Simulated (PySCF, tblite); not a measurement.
# CH9BClOSi3 radical, a small gas-phase stand-in for a defect centre (Si site with back bonds C[SiH3], Cl, [BH][SiH3]): EPR parameters

Wanted: the EPR parameters for `[O][Si](Cl)(B[SiH3])C[SiH3]`. It is drawn as: oxygen hole.

Computed with tblite 0.8.0 and PySCF 2.14.0; each step states its level. No surroundings beyond the atoms listed, unless a continuum is named. Atoms count from 0, parts from 1.

### 1 The system as given

16 atoms, charge 0, multiplicity 2; geometry: distance geometry start.

### 2 Relaxing the cluster with GFN2-xTB

Job settings and geometry (Å):

```
{"job": {"kind": "relax", "xc": "GFN2-xTB", "basis": "xTB"}, "charge": 0, "multiplicity": 2}
Si    -0.026998     0.027311    -0.330386
C      1.474545    -0.857074     0.237739
Si     2.931087     0.033246    -0.557826
Cl    -0.640471    -0.504561    -2.247973
B     -1.558473    -0.267558     0.872662
Si    -3.251330     0.432593     0.154291
O      0.339257     1.704030    -0.298866
H      1.641066    -0.786933     1.340112
H      1.513382    -1.946120    -0.081683
H      2.662335     0.111868    -2.015340
H      4.137869    -0.774043    -0.328251
H      3.017604     1.386963     0.026023
H     -1.441562    -0.597860     1.975375
H     -3.181821     0.250554    -1.314812
H     -3.208057     1.900721     0.349797
H     -4.430258    -0.183688     0.761743
```

With the program's defaults for keys left out, this is: GFN2-xTB geometry optimisation, gas phase.

Command:

```
> OMP_NUM_THREADS=1 python cluster_run.py task.json out
```

One launch serves the whole session: the jobs run in the order shown.

Log:

```text
step      E/eV     max force
  0    -591.13417    6.303
  1    -591.95725    1.396
  2    -591.97994    1.949
  3    -592.01731    0.523
  4    -592.04823    0.453
  5    -592.09376    0.960
  6    -592.11962    0.857
  7    -592.14920    0.403
  8    -592.16498    0.315
  9    -592.17720    0.370
 10    -592.18738    0.305
 11    -592.19667    0.249
 12    -592.20456    0.217
 13    -592.21087    0.260
 14    -592.21629    0.206
 15    -592.22190    0.225
 16    -592.22743    0.218
 17    -592.23147    0.138
 18    -592.23425    0.139
 19    -592.23691    0.147
 20    -592.23937    0.136
 21    -592.24165    0.132
 22    -592.24424    0.135
 23    -592.24771    0.191
 24    -592.25284    0.253
 25    -592.26042    0.252
 26    -592.26976    0.226
 27    -592.28013    0.403
 28    -592.29675    1.021
 29    -592.31393    1.689
 30    -592.34356    1.693
 31    -592.41665    1.317
 32    -592.47444    1.427
 33    -592.62442    2.480
 34    -592.77570    1.868
 35    -592.92437    0.797
 36    -592.98439    0.793
 37    -593.04986    0.507
 38    -593.08671    0.542
 39    -593.10572    0.562
 40    -593.12698    0.399
 41    -593.15129    0.428
 42    -593.17595    0.473
 43    -593.19357    0.411
 44    -593.20429    0.308
 45    -593.21225    0.255
 46    -593.22164    0.290
 47    -593.23062    0.345
 48    -593.23919    0.276
 49    -593.24715    0.244
 50    -593.25398    0.202
 51    -593.25826    0.149
 52    -593.26059    0.132
 53    -593.26272    0.134
 54    -593.26598    0.172
 55    -593.27070    0.198
 56    -593.27566    0.193
 57    -593.27915    0.149
 58    -593.28173    0.141
 59    -593.28479    0.183
 60    -593.28935    0.215
 61    -593.29450    0.198
 62    -593.29792    0.122
 63    -593.29989    0.123
 64    -593.30188    0.140
 65    -593.30474    0.190
 66    -593.30880    0.208
 67    -593.31275    0.186
 68    -593.31522    0.113
 69    -593.31669    0.100
 70    -593.31792    0.095
 71    -593.31887    0.086
 72    -593.31974    0.076
 73    -593.32061    0.071
 74    -593.32147    0.092
 75    -593.32273    0.087
 76    -593.32392    0.074
 77    -593.32487    0.075
 78    -593.32567    0.087
 79    -593.32652    0.090
 80    -593.32751    0.088
 81    -593.32850    0.083
 82    -593.32936    0.066
 83    -593.33007    0.076
 84    -593.33075    0.069
 85    -593.33145    0.059
 86    -593.33207    0.048
 87    -593.33244    0.042
 88    -593.33270    0.032
 89    -593.33293    0.037
 90    -593.33321    0.037
 91    -593.33356    0.043
 92    -593.33398    0.055
 93    -593.33442    0.060
 94    -593.33484    0.054
 95    -593.33520    0.054
 96    -593.33553    0.041
 97    -593.33583    0.035
 98    -593.33610    0.034
 99    -593.33634    0.038
100    -593.33660    0.041
101    -593.33689    0.043
102    -593.33719    0.049
103    -593.33747    0.043
104    -593.33774    0.041
105    -593.33804    0.057
106    -593.33848    0.075
107    -593.33914    0.086
108    -593.33999    0.083
109    -593.34088    0.062
110    -593.34169    0.060
111    -593.34240    0.064
112    -593.34317    0.079
113    -593.34396    0.073
114    -593.34485    0.074
115    -593.34571    0.069
116    -593.34653    0.085
117    -593.34714    0.082
118    -593.34767    0.053
119    -593.34805    0.064
120    -593.34839    0.058
121    -593.34874    0.048
122    -593.34911    0.045
123    -593.34947    0.046
124    -593.34982    0.059
125    -593.35012    0.053
126    -593.35036    0.050
127    -593.35059    0.045
128    -593.35089    0.042
129    -593.35124    0.050
130    -593.35154    0.048
131    -593.35170    0.031
132    -593.35176    0.019
133    -593.35179    0.014
134    -593.35183    0.018
135    -593.35188    0.018
136    -593.35192    0.015
137    -593.35196    0.014
138    -593.35201    0.018
139    -593.35206    0.021
140    -593.35211    0.018
141    -593.35215    0.012
142    -593.35218    0.011
143    -593.35222    0.013
144    -593.35224    0.011
145    -593.35226    0.009
146    -593.35227    0.008
```

Run time: 10 s. Hardware: 1 thread of Arm Neoverse V1, shared host.

Relaxation path:

| step | energy from step 0 (eV) | largest force (eV/Å) |
| --- | --- | --- |
| 0 | 0.0000 | 6.3038 |
| 6 | -0.9855 | 0.8565 |
| 12 | -1.0704 | 0.2166 |
| 18 | -1.1001 | 0.1396 |
| 24 | -1.1187 | 0.2521 |
| 30 | -1.2094 | 1.6937 |
| 36 | -1.8502 | 0.7932 |
| 42 | -2.0418 | 0.4725 |
| 48 | -2.1050 | 0.2761 |
| 54 | -2.1318 | 0.1728 |
| 60 | -2.1552 | 0.2147 |
| 66 | -2.1746 | 0.2079 |
| 72 | -2.1856 | 0.0759 |
| 78 | -2.1915 | 0.0871 |
| 84 | -2.1966 | 0.0693 |
| 90 | -2.1990 | 0.0372 |
| 96 | -2.2014 | 0.0412 |
| 102 | -2.2030 | 0.0490 |
| 108 | -2.2058 | 0.0834 |
| 114 | -2.2107 | 0.0743 |
| 120 | -2.2142 | 0.0579 |
| 126 | -2.2162 | 0.0507 |
| 132 | -2.2176 | 0.0194 |
| 138 | -2.2178 | 0.0178 |
| 144 | -2.2181 | 0.0112 |
| 146 | -2.2181 | 0.0083 |

Close pairs (by a distance rule), those that changed most:

| bond | before (Å) | after (Å) | change (Å) |
| --- | --- | --- | --- |
| B4–O6 | 2.977 | 1.452 | -1.525 |
| Si0–B4 | 1.970 | 2.107 | +0.138 |
| Si0–O6 | 1.717 | 1.610 | -0.106 |
| Si0–Cl3 | 2.082 | 2.023 | -0.059 |
| Si0–C1 | 1.833 | 1.892 | +0.059 |
| C1–H8 | 1.136 | 1.088 | -0.048 |
| C1–Si2 | 1.883 | 1.915 | +0.032 |
| C1–H7 | 1.117 | 1.089 | -0.028 |

Bonds that formed: B4–O6.

### 3 Geometry optimisation at PBE0-D3(BJ)/def2-SVP

Job settings and geometry (Å):

```
{"job": {"xc": "PBE0", "basis": "def2-SVP", "d3": "d3bj", "grid": 2, "kind": "geom", "shake": 0.01}, "charge": 0, "multiplicity": 2}
Si    -0.079119    -0.478870    -0.391032
C      1.579454    -1.138787     0.128447
Si     3.000711     0.020748    -0.395605
Cl    -0.441256    -0.689425    -2.372599
B     -1.395365     0.583408     0.890544
Si    -3.258785     0.658794     0.288495
O     -0.317630     1.076991     0.044436
H      1.624090    -1.253544     1.206718
H      1.735638    -2.114558    -0.284670
H      3.057357     0.088419    -1.837161
H      4.248089    -0.583161     0.130019
H      2.842043     1.346694     0.208588
H     -1.111883     0.474231     2.024556
H     -3.456349     0.694150    -1.160782
H     -4.008412     1.807623     0.795603
H     -4.030035    -0.504029     0.746590
```

Log:

```text
step   0  E = -1471.11629037  max force = 0.021974
step   1  E = -1471.12791194  max force = 0.005765
step   2  E = -1471.12857274  max force = 0.004537
step   3  E = -1471.12931074  max force = 0.007372
step   4  E = -1471.13051127  max force = 0.011345
step   5  E = -1471.13062310  max force = 0.021559
step   6  E = -1471.13486495  max force = 0.012737
step   7  E = -1471.13879968  max force = 0.013092
step   8  E = -1471.13849476  max force = 0.025078
step   9  E = -1471.14360590  max force = 0.018669
step  10  E = -1471.14685276  max force = 0.009517
step  11  E = -1471.14790510  max force = 0.007562
step  12  E = -1471.14892343  max force = 0.003448
step  13  E = -1471.14968170  max force = 0.005190
step  14  E = -1471.15008195  max force = 0.004900
step  15  E = -1471.15041144  max force = 0.001851
step  16  E = -1471.15074016  max force = 0.002490
step  17  E = -1471.15089005  max force = 0.002174
step  18  E = -1471.15100228  max force = 0.000695
step  19  E = -1471.15102449  max force = 0.000598
step  20  E = -1471.15105512  max force = 0.001173
step  21  E = -1471.15108704  max force = 0.001178
step  22  E = -1471.15115298  max force = 0.001061
step  23  E = -1471.15125768  max force = 0.001014
step  24  E = -1471.15133551  max force = 0.000961
step  25  E = -1471.15141119  max force = 0.000798
step  26  E = -1471.15144818  max force = 0.000869
step  27  E = -1471.15147679  max force = 0.000796
step  28  E = -1471.15150230  max force = 0.000757
step  29  E = -1471.15152655  max force = 0.000656
step  30  E = -1471.15154852  max force = 0.000474
step  31  E = -1471.15155034  max force = 0.000336
optimisation converged
```

It took 15 min on 1 thread of Arm Neoverse V1, shared host; peak memory 0.89 GiB.

The steps of the relaxation: (the energy doesn't fall at every step)

| step | energy from step 0 (eV) | largest force component (eV/Å) |
| --- | --- | --- |
| 0 | 0.0000 | 1.1299 |
| 1 | -0.3162 | 0.2964 |
| 2 | -0.3342 | 0.2333 |
| 3 | -0.3543 | 0.3791 |
| 4 | -0.3870 | 0.5834 |
| 5 | -0.3900 | 1.1086 |
| 6 | -0.5054 | 0.6550 |
| 7 | -0.6125 | 0.6732 |
| 8 | -0.6042 | 1.2896 |
| 9 | -0.7433 | 0.9600 |
| 10 | -0.8316 | 0.4894 |
| 11 | -0.8603 | 0.3889 |
| 12 | -0.8880 | 0.1773 |
| 13 | -0.9086 | 0.2669 |
| 14 | -0.9195 | 0.2520 |
| 15 | -0.9285 | 0.0952 |
| 16 | -0.9374 | 0.1280 |
| 17 | -0.9415 | 0.1118 |
| 18 | -0.9446 | 0.0357 |
| 19 | -0.9452 | 0.0308 |
| 20 | -0.9460 | 0.0603 |
| 21 | -0.9469 | 0.0606 |
| 22 | -0.9487 | 0.0546 |
| 23 | -0.9515 | 0.0521 |
| 24 | -0.9536 | 0.0494 |
| 25 | -0.9557 | 0.0410 |
| 26 | -0.9567 | 0.0447 |
| 27 | -0.9575 | 0.0409 |
| 28 | -0.9582 | 0.0389 |
| 29 | -0.9588 | 0.0337 |
| 30 | -0.9594 | 0.0244 |
| 31 | -0.9595 | 0.0173 |

Close pairs (by a distance rule), those that changed most:

| bond | before (Å) | after (Å) | change (Å) |
| --- | --- | --- | --- |
| Si0–B4 | 2.122 | 2.815 | +0.693 |
| B4–O6 | 1.456 | 1.355 | -0.101 |
| B4–Si5 | 1.960 | 2.044 | +0.084 |
| Si0–Cl3 | 2.025 | 2.083 | +0.058 |
| Si0–O6 | 1.633 | 1.683 | +0.050 |
| Si2–H9 | 1.444 | 1.491 | +0.047 |
| B4–H12 | 1.174 | 1.216 | +0.042 |
| Si5–H14 | 1.463 | 1.499 | +0.036 |

The next job starts from the end point, and lists it.

| at the end point | value |
| --- | --- |
| point group (found at 0.08 Å tolerance) | C1 |
| rotational constants (GHz, main isotopes) | 2.067, 0.647, 0.572 |
| dipole moment (D) | 2.63 |
| ⟨S²⟩ | 0.752 |

### 4 g tensor and hyperfine couplings: B3LYP/IGLO-III+pcH-1

Job settings and geometry (Å):

```
{"job": {"kind": "epr"}, "charge": 0, "multiplicity": 2}
Si    -0.036793    -1.113797    -0.308372
C      1.801617    -1.399675    -0.172532
Si     2.863576     0.142525    -0.476042
Cl    -0.458453    -0.035718    -2.040259
B     -1.537000     0.605273     1.341097
Si    -3.239372     0.720713     0.216195
O     -0.457972    -0.139804     0.998194
H      1.990917    -1.775404     0.847845
H      2.102357    -2.191322    -0.878398
H      2.869956     0.478071    -1.928600
H      4.263990    -0.131595    -0.031115
H      2.322323     1.296103     0.299903
H     -1.436553     1.229869     2.379026
H     -3.488706    -0.525854    -0.578423
H     -3.143206     1.869602    -0.741495
H     -4.429442     0.962176     1.092852
```

Level: UKS B3LYP, IGLO-III on B C Cl O Si, pcH-1 on H, non-relativistic, mean-field spin-orbit, GIAO.

Log:

```text
UKS, coarse grid
  cycle   1  E = -1472.39065314  |g| = 6.23e-01
  cycle   2  E = -1471.99605193  |g| = 1.17e+00
  cycle   3  E = -1472.51789367  |g| = 1.74e-01
  cycle   4  E = -1472.52880656  |g| = 7.26e-02
  cycle   5  E = -1472.53115070  |g| = 1.19e-02
  cycle   6  E = -1472.53121179  |g| = 5.50e-03
  cycle   7  E = -1472.53122496  |g| = 1.30e-03
  cycle   8  E = -1472.53122882  |g| = 6.64e-04
UKS, final grid
  cycle   1  E = -1472.53120450  |g| = 1.00e-03
  cycle   2  E = -1472.53120374  |g| = 1.62e-03
  cycle   3  E = -1472.53120503  |g| = 1.56e-04
  cycle   4  E = -1472.53120504  |g| = 2.78e-05
E = -1472.53120504 Eh   <S^2> = 0.7517 (exact 0.7500)
g shifts (ppm)      1          2          3
  rmc          -189       -189       -189
  gc             76         33        103
  oz_so       -1768        -16       3886
  total       -1881       -172       3800
hyperfine (MHz)  atom isotope    a_iso     a_fc   dipolar eigenvalues
    0  29Si    -820.35    -821.40   -132.42     65.52     66.90
    1   13C      66.69      66.67    -10.04     -9.84     19.88
    2  29Si     -21.76     -21.81     -8.79      4.07      4.72
    3  35Cl      26.58      26.29    -18.07    -17.71     35.78
    4   11B      -1.31      -1.30     -1.61      0.33      1.28
    5  29Si       1.58       1.57     -0.51     -0.13      0.64
    6   17O     -22.40     -22.30    -22.60     11.03     11.57
    7    1H      -6.19      -6.19     -6.56     -2.02      8.58
    8    1H      -3.39      -3.40     -6.69     -2.39      9.08
    9    1H      -0.77      -0.77     -1.44     -0.44      1.87
   10    1H      17.24      17.24     -1.33     -0.34      1.66
   11    1H      -1.64      -1.64     -1.45     -0.60      2.04
   12    1H       6.53       6.54     -1.70     -0.97      2.67
   13    1H       2.09       2.09     -1.93     -1.70      3.63
   14    1H       0.34       0.34     -0.78     -0.72      1.49
   15    1H       0.50       0.50     -0.60     -0.56      1.15
```

It took 2.8 min on 1 thread of Arm Neoverse V1, shared host; peak memory 1.6 GiB.

Principal g values 2.00044, 2.00215, 2.00612; g(iso) = 2.00290, against 2.00232 for a free electron.

Hyperfine couplings, nucleus by nucleus at this fixed geometry (no averaging over rotations):

| nuclei | isotope | a(iso) (MHz) | a(iso) (G, at g = 2.0023) | largest dipolar term (MHz) |
| --- | --- | --- | --- | --- |
| Si0 | 29Si | -820.3 | -292.7 | -132.4 |
| C1 | 13C | 66.7 | 23.8 | 19.9 |
| Cl3 | 35Cl | 26.6 | 9.5 | 35.8 |
| O6 | 17O | -22.4 | -8.0 | -22.6 |
| Si2 | 29Si | -21.8 | -7.8 | -8.8 |
| H10 | 1H | 17.2 | 6.2 | 1.7 |
| H12 | 1H | 6.5 | 2.3 | 2.7 |
| H7 | 1H | -6.2 | -2.2 | 8.6 |
| H8 | 1H | -3.4 | -1.2 | 9.1 |
| H13 | 1H | 2.1 | 0.7 | 3.6 |
| H11 | 1H | -1.6 | -0.6 | 2.0 |
| Si5 | 29Si | 1.6 | 0.6 | 0.6 |
| B4 | 11B | -1.3 | -0.5 | -1.6 |
| H9 | 1H | -0.8 | -0.3 | 1.9 |

Mulliken spin populations:

Si0 0.77; C1 0.05; Si2 0.04; Cl3 0.08; B4 0.02; Si5 0.00; O6 0.03; H7 0.00; H8 0.00; H9 0.00; H10 0.01; H11 0.00; H12 0.00; H13 0.00; H14 0.00; H15 0.00

### 5 EPR parameters: BHandHLYP/IGLO-III+pcH-1

Settings changed since step 4:

```diff
@@ -1,2 +1,2 @@
-{"job": {"kind": "epr"}, "charge": 0, "multiplicity": 2}
+{"job": {"kind": "epr", "xc": "BHandHLYP"}, "charge": 0, "multiplicity": 2}
 Si    -0.036793    -1.113797    -0.308372
```

Method: UKS BHandHLYP, IGLO-III on B C Cl O Si, pcH-1 on H, non-relativistic, mean-field spin-orbit, GIAO.

Log:

```text
UKS, coarse grid
  cycle   1  E = -1472.25186087  |g| = 5.17e-01
  cycle   2  E = -1472.21730039  |g| = 6.37e-01
  cycle   3  E = -1472.36057628  |g| = 7.44e-02
  cycle   4  E = -1472.36283629  |g| = 3.45e-02
  cycle   5  E = -1472.36342412  |g| = 5.23e-03
  cycle   6  E = -1472.36345623  |g| = 2.03e-03
  cycle   7  E = -1472.36346149  |g| = 8.00e-04
UKS, final grid
  cycle   1  E = -1472.36344530  |g| = 6.05e-04
  cycle   2  E = -1472.36344549  |g| = 5.03e-04
  cycle   3  E = -1472.36344563  |g| = 1.33e-04
  cycle   4  E = -1472.36344566  |g| = 8.72e-05
  cycle   5  E = -1472.36344566  |g| = 2.30e-05
E = -1472.36344566 Eh   <S^2> = 0.7527 (exact 0.7500)
g shifts (ppm)      1          2          3
  rmc          -191       -191       -191
  gc             79         29        102
  oz_so       -1898        -42       3215
  total       -2010       -204       3126
hyperfine (MHz)  atom isotope    a_iso     a_fc   dipolar eigenvalues
    0  29Si    -872.53    -873.59   -139.35     68.39     70.97
    1   13C      68.49      68.47     -9.87     -9.53     19.40
    2  29Si     -21.11     -21.15     -8.12      3.60      4.52
    3  35Cl      30.11      29.88    -17.95    -17.34     35.29
    4   11B      -2.12      -2.11     -1.32     -0.06      1.38
    5  29Si       1.57       1.57     -0.34     -0.19      0.53
    6   17O     -27.12     -27.03    -22.56     10.94     11.62
    7    1H      -7.20      -7.21     -6.56     -2.11      8.67
    8    1H      -4.08      -4.08     -6.70     -2.52      9.22
    9    1H      -0.80      -0.81     -1.40     -0.49      1.89
   10    1H      16.09      16.09     -1.23     -0.38      1.61
   11    1H      -1.70      -1.70     -1.41     -0.66      2.07
   12    1H       4.63       4.63     -1.60     -0.96      2.56
   13    1H       2.20       2.20     -1.96     -1.76      3.73
   14    1H      -0.15      -0.15     -0.78     -0.73      1.51
   15    1H       0.44       0.44     -0.59     -0.56      1.15
```

Wall time 3.2 min (1 thread of Arm Neoverse V1, shared host); peak memory 1.6 GiB.

In short: g(iso) 2.00262.

### 6 Run by run: EPR parameters

g, ⟨S²⟩ and isotropic hyperfine couplings (MHz), with basis size and wall time:

| run | g(iso) | ⟨S²⟩ | 29Si Si0 | 13C C1 | 35Cl Cl3 | 17O O6 | 29Si Si2 | functions | time |
| --- | --- | --- | --- | --- | --- | --- | --- | --- | --- |
| B3LYP/IGLO-III+pcH-1 | 2.00290 | 0.752 | -820.3 | 66.7 | 26.6 | -22.4 | -21.8 | 371 | 2.8 min |
| BHandHLYP/IGLO-III+pcH-1 | 2.00262 | 0.753 | -872.5 | 68.5 | 30.1 | -27.1 | -21.1 | 371 | 3.2 min |

### 7 Summary of results

```
                            quantity                    value
                         point group                       C1
rotational constants (main isotopes)     2.07, 0.65, 0.57 GHz
                      g(iso) (B3LYP)                  2.00290
                                ⟨S²⟩       0.752 (exact 0.75)
                      largest a(iso)  29Si on Si0, -820.3 MHz
```

**Reading.** New bonds formed on relaxing, so the results belong to the rearranged structure. The start of the PBE0/def2-SVP relaxation was shaken at random by about 0.01 Å, so part of the energy gained, and of the first lengths quoted, undoes that. Relaxing lowered the energy by 0.959 eV in 31 steps; the close pair that moved most is Si0–B4, from 2.122 to 2.815 Å (PBE0/def2-SVP). The frame itself reshapes: Si0···B4 goes from 2.12 to 2.82 Å. Most of the unpaired spin sits on Si0 (0.77 e). The isotropic g lies 0.6 ppt above the free-electron value. The coupling of 29Si on Si0 runs from -872.5 (BHandHLYP/IGLO-III+pcH-1) to -820.3 MHz (B3LYP/IGLO-III+pcH-1). A capped cluster stands for the solid here, so long-range fields and strain are missing, and bands or shifts of the capping hydrogens have no counterpart in it.
